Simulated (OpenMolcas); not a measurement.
# Cr⁴⁺ among point charges: CASSCF and CASPT2 levels and susceptibility

How does a field of 6 point charges split the states of Cr⁴⁺, and what χT follows?

Program: OpenMolcas 26.06. Level of theory: state-averaged CASSCF and CASPT2, spin-orbit coupling by RASSI with atomic mean-field integrals. These are calculated values, not measurements, unless marked.

### 1 Starting point

- Species: Cr⁴⁺ (chromium, Z = 24, 20 electrons)
- Basis: ANO-RCC-VDZP [5s4p2d1f], 34 functions
- Scalar Hamiltonian: DKH2, point nucleus
- Inactive shells: 1s 2s 2p 3s 3p
- Active space: 2 electrons in 5 orbitals (3d)
- Some configurations of this space: 3d2
- Orbitals: optimised for each spin and parity, averaged over all roots

Outer shells as boxes (Hund's rule):

3d2
```
3d [↑ ][↑ ][  ][  ][  ]
```

The ion sits among 6 point charges of -2.2 e arranged as an octahedron (Oh), 2.12 Å from the ion.

The work runs as a chain of OpenMolcas steps in one folder; each step below is one input file. Labels, J, g values, rates, χT and fits are worked out afterwards by a script from the matrices that RASSI stores. The input lists half of the charges; inversion (Group=XYZ) makes the rest.

### 2 One- and two-electron integrals

a.inp

```
&GATEWAY
Coord
1

Cr 0.0 0.0 0.0
Basis=ANO-RCC-VDZP
Group=XYZ
NoMove
AngMom=0.0 0.0 0.0
AMFI
XField
3 Angstrom 0
2.120000 0.000000 0.000000 -2.200000
0.000000 2.120000 0.000000 -2.200000
0.000000 0.000000 2.120000 -2.200000
&SEWARD
```

The run is started by

```bash
> OMP_NUM_THREADS=1 MOLCAS_MEM=1689 MOLCAS_PROJECT=a pymolcas a.inp > a.log
```

### 3 Reference wave functions, triplets of even parity, 10 roots

a.inp

```
&RASSCF
FileOrb=start.orb
Symmetry=1
Spin=3
nActEl=2 0 0
Inactive=3 6
Ras2=5 0
CIRoot=10 10 1
SDav=10
CIMx=300
Iter=120 100
PrWF=0.3
OrbListing=Nothing
MaxOrb=0
>>> COPY $Project.JobIph JOB001
```

start.orb holds the contracted functions of the basis, ordered by shell, or the orbitals of the step before.

### 4 CASSCF: singlets of even parity, 15 roots

a.inp

```
&RASSCF
FileOrb=start.orb
Symmetry=1
Spin=1
nActEl=2 0 0
Inactive=3 6
Ras2=5 0
CIRoot=15 15 1
SDav=15
CIMx=300
Iter=120 100
PrWF=0.3
OrbListing=Nothing
MaxOrb=0
>>> COPY $Project.JobIph JOB002
```

### 5 State interaction with spin-orbit coupling

a.inp

```
&RASSI
NrOfJobIphs=2 10 15
1 2 3 4 5 6 7 8 9 10
1 2 3 4 5 6 7 8 9 10 11 12 13 14 15
IphNames
JOB001
JOB002
EJob
SpinOrbit
DIPRint=1.0
SOCoupling=1000.0
Subsets=2
Property=9
'ANGMOM' 1 'ANGMOM' 2 'ANGMOM' 3 'MLTPL  1' 1 'MLTPL  1' 2 'MLTPL  1' 3
'AMFI' 1 'AMFI' 2 'AMFI' 3
SOProperty=3
'ANGMOM' 1 'ANGMOM' 2 'ANGMOM' 3
```

### 6 CASPT2: IPEA 0.25, imaginary shift 0.1 (closed shells correlated: 3s 3p)

a.inp

```
>>> COPY JOB001 $Project.JobIph
&CASPT2
Multistate=10 1 2 3 4 5 6 7 8 9 10
NoMult
Frozen=2 3
IPEA=0.25
Imaginary=0.1
MaxIter=60
WThr=0.0 0.3 0.05
PrWF=0.5
NoMix
>>> COPY JOB002 $Project.JobIph
&CASPT2
Multistate=15 1 2 3 4 5 6 7 8 9 10 11 12 13 14 15
NoMult
Frozen=2 3
IPEA=0.25
Imaginary=0.1
MaxIter=60
WThr=0.0 0.3 0.05
PrWF=0.5
NoMix
```

(Steps that only read results are left out.)

**Question.** What will these runs give? Wanted: spin-free ground state; first state of the same spin within the active space; lowest level; next level.

**Answer**, as computed:

| quantity | value |
| --- | --- |
| method | SS-CASPT2, IPEA 0.25, imaginary shift 0.1 (closed shells correlated: 3s 3p) |
| spin-free ground state | 3T1, 3-fold in its orbital part |
| first state of the same spin within the active space | 3T2 at 2410 cm⁻¹ |
| lowest level | 2-fold E, g = 0.00, 0.00, 0.00 |
| next level | 77.1 cm⁻¹ |
| χT at 300 K | 0.59 cm³ K/mol |
| effective moment at 300 K | 2.17 μB |

Cost by method:

| method | time of its own steps | time with the reference |
| --- | --- | --- |
| A. CASSCF | 4.3 s | 4.3 s |
| B. SS-CASPT2, IPEA 0.25, imaginary shift 0.1, +3s 3p | 1.5 s | 5.8 s |

Times are of one thread on a shared host.

In words: The spin-free ground state (3T1) comes to 100 % from free-ion F terms and keeps the highest spin of the shell. χT at 300 K is 0.59, against 1.00 cm³ K/mol for the spin alone, so spin-orbit coupling lowers it. A ligand-field fit to the states below 45000 cm-1 gives 10Dq = 3712 cm-1, B = 1123 cm-1 and C = 4388 cm-1 (C/B = 3.91), with a deviation of 540 cm-1. CASPT2 does not keep the components of a term degenerate, and the means are used. The field of point charges can differ much from that of real complexes. Point charges carry no covalency, so the field is a model and not that of real ligands.
